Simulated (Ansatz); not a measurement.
# FH₄OSi₂ radical: one species, many methods

An exercise on one series of results from a longer session: the logs are not shown, and one member is left open.

The runs use Ansatz 0.2.0, Gaussian basis; functionals in def2-TZVPP, the program's frozen cores in correlated methods.

Plan: LDA (SPW92), PBE-D4, revPBE-D4, BLYP-D4, r2SCAN-D4, B97M-V, PBE0-D4, B3LYP-D4, r2SCANh-D4, r2SCAN0-D4, HSE06-D4, BHLYP-D4, CAM-B3LYP-D4, LC-ωPBE, ωB97X-V, ωB97M-V, B2PLYP, PBE-QIDH; CCSD(T)/def2-SVP; CCSD(T)/def2-TZVPP; MP2/def2-QZVPP; extrapolation to the limit; RPA on PBE.

### Structure used throughout

The geometry comes from an earlier relaxation with PBE0-D4 in a triple-zeta def2 set; it is a stationary point, not always the lowest conformer.

8 atoms, charge 0, spin multiplicity 2.

Atoms are counted from 1 here; the program's logs count them from 0.

Bond lengths: O1–Si2 1.636 Å, O1–H5 0.958 Å, Si2–F3 1.601 Å, Si2–Si4 2.333 Å, Si2–H6 1.478 Å, Si4–H7 1.488 Å, Si4–H8 1.489 Å. Angles: Si2–O1–H5 118.7°, O1–Si2–F3 110.0°, O1–Si2–Si4 114.9°, O1–Si2–H6 105.0°, F3–Si2–Si4 105.6°, F3–Si2–H6 108.1°, Si4–Si2–H6 113.1°, Si2–Si4–H7 114.6°, Si2–Si4–H8 115.0°, H7–Si4–H8 110.3°.

The first run:

The input, in.yaml:

```yaml
crystal:
  periodic: [false, false, false]
  atoms:
    - {symbol: O, position_ang: [0.842025, 0.494730, -1.543284]}
    - {symbol: Si, position_ang: [0.827363, 0.317161, 0.082773]}
    - {symbol: F, position_ang: [0.813598, 1.754130, 0.789231]}
    - {symbol: Si, position_ang: [-1.026233, -0.817764, 0.930775]}
    - {symbol: H, position_ang: [0.043287, 0.792839, -1.981304]}
    - {symbol: H, position_ang: [2.109823, -0.341676, 0.407203]}
    - {symbol: H, position_ang: [-1.209685, -2.192920, 0.392098]}
    - {symbol: H, position_ang: [-2.308079, -0.063599, 0.866808]}
basis:
  gaussian: {orbitals: def2-TZVPP}
magnetization: {spin_polarized: true, initial_magnetization: 1}
hamiltonian: {xc: lda}
output: {orbitals: {seedname: orbitals}}
```

The run is started by

```bash
$ ansatz run in.yaml --threads 4 --pin off --events-out ev --progress --plain --max-ram 10444MiB
```

Among the steps run: LDA; PBE-D4 (GGA); revPBE-D4 (GGA); BLYP-D4 (GGA); r2SCAN-D4 (meta-GGA); B97M-V (meta-GGA); PBE0-D4 (hybrid); B3LYP-D4 (hybrid); r2SCANh-D4 (hybrid); r2SCAN0-D4 (hybrid); HSE06-D4 (hybrid); BHLYP-D4 (hybrid); CAM-B3LYP-D4 (range-separated); LC-ωPBE (range-separated); ωB97X-V (range-separated); ωB97M-V (range-separated); B2PLYP (double hybrid); PBE-QIDH (double hybrid).

One of the session's tables, all rows but one given; the rest of the session is left out.

It belongs to the step «Orbital energies across the functionals». 

```
  functional  HOMO (eV)  LUMO (eV)  gap (eV)
 LDA (SPW92)      -5.35      -4.25      1.10
      PBE-D4      -5.36      -3.79      1.57
   revPBE-D4      -5.34      -3.64      1.69
     BLYP-D4      -5.11      -3.80      1.31
   r2SCAN-D4      -5.73      -3.36      2.36
      B97M-V      -5.50      -3.97      1.52
     PBE0-D4      -6.44      -2.90      3.54
    B3LYP-D4          ?          ?         ?
  r2SCANh-D4      -6.12      -3.07      3.05
  r2SCAN0-D4      -6.71      -2.64      4.07
    HSE06-D4      -6.04      -3.28      2.76
    BHLYP-D4      -7.27      -2.12      5.15
CAM-B3LYP-D4      -7.58      -2.01      5.58
     LC-ωPBE      -9.04      -0.60      8.44
     ωB97X-V      -8.49      -1.13      7.36
     ωB97M-V      -8.16      -1.29      6.87
```

**Question.** Estimate the row for B3LYP-D4.

Worked estimate for «HOMO (eV)». Against the share of exact exchange, BLYP-D4 (0, -5.11), BHLYP-D4 (0.5, -7.27) give a slope of -4.32 per unit share; at 0.2 the line stands at -5.97.

As computed: HOMO (eV): -6.12; LUMO (eV): -3.27; gap (eV): 2.85. In «HOMO (eV)» the line misses by +0.15.
